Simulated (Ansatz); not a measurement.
# H4InNS2: the cost of one run

Computed with Ansatz 0.2.0, Gaussian basis. Level: r2SCAN/def2-SVP.

1 further run of the same task is left out (for a known fault of the program).

## 1. Structure used throughout

An earlier PBE0-D4 in a triple-zeta def2 set relaxation fixed the geometry. In takes the def2 core potential; no spin-orbit term is included.

SMILES `[NH2][In]([SH])[SH]`, 8 atoms, charge 0, spin multiplicity 1.

Atoms are counted from 1 here; the program's logs count them from 0.

Bond lengths: N1–In2 2.012 Å, N1–H5 1.010 Å, N1–H6 1.010 Å, In2–S3 2.381 Å, In2–S4 2.381 Å, S3–H7 1.343 Å, S4–H8 1.343 Å. Angles: In2–N1–H5 116.8°, In2–N1–H6 116.8°, H5–N1–H6 109.2°, N1–In2–S3 119.1°, N1–In2–S4 119.1°, S3–In2–S4 121.6°, In2–S3–H7 93.6°, In2–S4–H8 93.6°.

## 2. The run

in.yaml

```yaml
crystal:
  periodic: [false, false, false]
  atoms:
    - {symbol: N, position_ang: [-0.957585, 1.754393, -0.323139]}
    - {symbol: In, position_ang: [-0.002054, 0.018046, 0.023160]}
    - {symbol: S, position_ang: [2.363723, -0.070151, -0.228677]}
    - {symbol: S, position_ang: [-1.238342, -1.836460, 0.860103]}
    - {symbol: H, position_ang: [-1.943587, 1.697781, -0.533220]}
    - {symbol: H, position_ang: [-0.516723, 2.396581, -0.965618]}
    - {symbol: H, position_ang: [2.446022, -1.344126, 0.187938]}
    - {symbol: H, position_ang: [-0.151445, -2.616064, 0.979443]}
basis:
  gaussian: {orbitals: def2-SVP}
hamiltonian: {xc: {name: r2SCAN}}
md: {timestep: 1 fs, n_steps: 50, ensemble: nve, temperature: 700, initial_velocities: maxwell_boltzmann, seed: 242}
```

The run is started by

```
$ ansatz run in.yaml --threads 4 --pin off --events-out ev --progress --plain --max-ram 10444MiB
```

Q: Estimate wall time and peak memory on 4 threads of AMD EPYC 7R43, shared host.

About 98 s, with a peak of 0.41 GiB.
